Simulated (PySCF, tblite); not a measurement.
**C5H11O2PSi2: geometry, infrared bands and NMR shifts**

Aim: predict the infrared bands and NMR shifts of C5H11O2PSi2 (`O=C([SiH2][SiH2]P)C(=O)C1CC1`).

Programs: tblite 0.8.0 and PySCF 2.14.0, with density-fitted response routines of our own. Each step states its level of theory. These are calculated values for one molecule in the gas phase, unless marked as measured. Atoms are numbered from 0 throughout.

## Step 1: The starting structure

21 atoms, charge 0, multiplicity 1; geometry from: force field or distance geometry start.

Bonds of the start (Å): O0–C1 1.21, C1–Si2 1.88, Si2–Si3 2.29, Si3–P4 2.24, C1–C5 1.51, C5–O6 1.22, C5–C7 1.48, C7–C8 1.52, C8–C9 1.51, C9–C7 1.52, Si2–H10 1.49, Si2–H11 1.49, Si3–H12 1.48, Si3–H13 1.48, P4–H14 1.40, P4–H15 1.41, C7–H16 1.09, C8–H17 1.08, C8–H18 1.09, C9–H19 1.08, C9–H20 1.08.

## Step 2: Relaxing the molecule with GFN2-xTB

Job settings and geometry (Å):

```
{"job": {"kind": "relax", "xc": "GFN2-xTB", "basis": "xTB"}, "charge": 0, "multiplicity": 1}
O     -0.493600     2.329300     0.893900
C     -0.195800     1.167200     0.717600
Si     1.290000     0.468600     1.623800
Si     2.946800     0.234100     0.055800
P      4.823900    -0.546700     0.991400
C     -0.985800     0.249200    -0.181500
O     -0.472200    -0.745000    -0.670300
C     -2.388000     0.649700    -0.409500
C     -3.042900     0.355300    -1.744900
C     -3.469100    -0.416800    -0.524700
H      0.971000    -0.836400     2.273900
H      1.744900     1.365700     2.721800
H      2.585100    -0.733900    -0.998200
H      3.281100     1.527300    -0.576300
H      4.398500    -1.873700     1.167400
H      5.517900    -0.797500    -0.208800
H     -2.697800     1.573800     0.072500
H     -2.476100    -0.169500    -2.504800
H     -3.737000     1.099500    -2.136100
H     -4.433100    -0.202700    -0.094900
H     -3.176600    -1.452700    -0.468600
```

Launch:

```
$ OMP_NUM_THREADS=1 python probes_run.py task.json out
```

This one command runs all jobs of the session in turn.

**Question.** This job is followed by: GFN2-xTB harmonic vibrations, gas phase; GIAO PBE0/pcSseg-1 NMR shielding, non-relativistic, gas phase. Predict these results of the whole session: strongest single infrared mode (GFN2-xTB); zero-point energy (GFN2-xTB); 13C shifts against TMS (PBE0/pcSseg-1, means over atoms taken as alike); 1H shifts against TMS (PBE0/pcSseg-1, means over atoms taken as alike); 17O shifts against H2O (PBE0/pcSseg-1); 29Si shifts against TMS (PBE0/pcSseg-1); 31P shifts against H3PO4 (PBE0/pcSseg-1).

**Answer**, as computed:

| quantity | value |
| --- | --- |
| strongest single infrared mode (GFN2-xTB) | 2226 cm⁻¹, 425 km/mol |
| zero-point energy (GFN2-xTB) | 87.1 kcal/mol |
| 13C shifts against TMS (PBE0/pcSseg-1, means over atoms taken as alike) | 247.2, 210.0, 18.7, 14.9 ppm |
| 1H shifts against TMS (PBE0/pcSseg-1, means over atoms taken as alike) | 4.47, 4.01, 2.38, 1.31, 1.23, 1.22 ppm |
| 17O shifts against H2O (PBE0/pcSseg-1) | 874.4, 595.3 ppm |
| 29Si shifts against TMS (PBE0/pcSseg-1) | -77.4, -78.0 ppm |
| 31P shifts against H3PO4 (PBE0/pcSseg-1) | -301.2 ppm |

What this shows: Relaxing lowered the energy by 0.228 eV in 73 steps; the close pair that moved most is C1–Si2, from 1.875 to 1.913 Å. The lowest mode is slightly imaginary (10i cm⁻¹), a soft motion within the noise of the Hessian, so the minimum is not strictly shown. The strongest single mode, at 2226 cm⁻¹, moves mainly H10. GFN2-xTB is a fitted tight-binding method: band positions and strengths are rough. Its intensities can rank the bands wrongly. At PBE0/pcSseg-1: Shielding is most anisotropic at O0 (span 1840 ppm, paramagnetic term -939 ppm).
